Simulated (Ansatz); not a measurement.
**Al2Pd: structure and electronic structure**

What cell, bands and charges does Al2Pd have, and do the methods agree? The runs shown use PAW and LAPW. Its runs: cell and atoms relaxed (PAW and LAPW); the reference run (LAPW and PAW).

Method: DFT PBEsol, with the methods named in each step, in Ansatz 0.2.0.

### Step 1. The starting structure

It takes space group Fm-3m (No. 225, cubic). Conventional cell: a = 5.899 Å, b = 5.899 Å, c = 5.899 Å, α = 90.00°, β = 90.00°, γ = 90.00°. Around Al (site symmetry -43m) lie 4 Pd at 2.55 Å. Pd (site symmetry m-3m) has 8 Al at 2.55 Å as nearest neighbours.

Coordinates:

```cif
data_structure
_symmetry_space_group_name_H-M 'P 1'
_symmetry_Int_Tables_number 1
_cell_length_a 4.1713
_cell_length_b 4.1713
_cell_length_c 4.1713
_cell_angle_alpha 60.000
_cell_angle_beta 60.000
_cell_angle_gamma 60.000
_cell_volume 51.32
loop_
_atom_site_label
_atom_site_type_symbol
_atom_site_fract_x
_atom_site_fract_y
_atom_site_fract_z
_atom_site_occupancy
Al1 Al 0.25000 0.25000 0.25000 1
Al2 Al 0.75000 0.75000 0.75000 1
Pd1 Pd 0.00000 0.00000 0.00000 1
```

Atoms are numbered in the order of the input: Al1, Al2, Pd3.

### Step 2. Cell and atoms relaxed, PAW

Contents of input.yaml:

```yaml
crystal:
  lattice:
    - [0.0, 2.9495355677, 2.9495355677]
    - [2.9495355677, 0.0, 2.9495355677]
    - [2.9495355677, 2.9495355677, 0.0]
  atoms:
    - { symbol: Al, position: [0.25, 0.25, 0.25] }
    - { symbol: Al, position: [0.75, 0.75, 0.75] }
    - { symbol: Pd, position: [0.0, 0.0, 0.0] }
kpoints:
  mp_grid: { grid: [11, 11, 11] }
scf:
  occupations: { method: fermi_dirac, width: 0.05 }
hamiltonian:
  xc: pbesol
  pseudopotentials: { kind: paw }
output:
  forces: true
  stress: true
  write_density: true
  write_potential: true
  elf: true
  volumetric_format: npy
relax:
  f_tol: 0.005
  max_steps: 50
  cell: {}
```

Command:

```console
$ ansatz run input.yaml --threads 1 --pin off --max-ram 3072MiB --backend cpu --events-out ev --progress --plain --runs-dir out
```

The runs that follow: The relaxed cell, LAPW; The relaxed cell, PAW; Cell and atoms relaxed, LAPW.

**Question.** What will these runs give? Wanted: volume, relaxed; gap (for each run or level that gives them).

**Answer**, as computed:

| quantity | value |
| --- | --- |
| volume, relaxed (PAW) | 17.011 Å³/atom, Fm-3m |
| volume, relaxed (LAPW) | 17.011 Å³/atom, Fm-3m |
| gap (LAPW) | none |

**Reading.** Relaxing changes the volume by -0.6 %, to 17.01 Å³/atom; LAPW takes no step, as its stress at PAW's cell is inside the tolerance. There is no gap at this level; the crystal is a metal here. Al 3p carries the largest share, 76 %, of the projected states within 0.3 eV of the Fermi level. The projection holds only the free atom's occupied shells (Al 3s, Al 3p, Pd 4d in this range). PAW lies +0.01 GPa from LAPW in pressure.
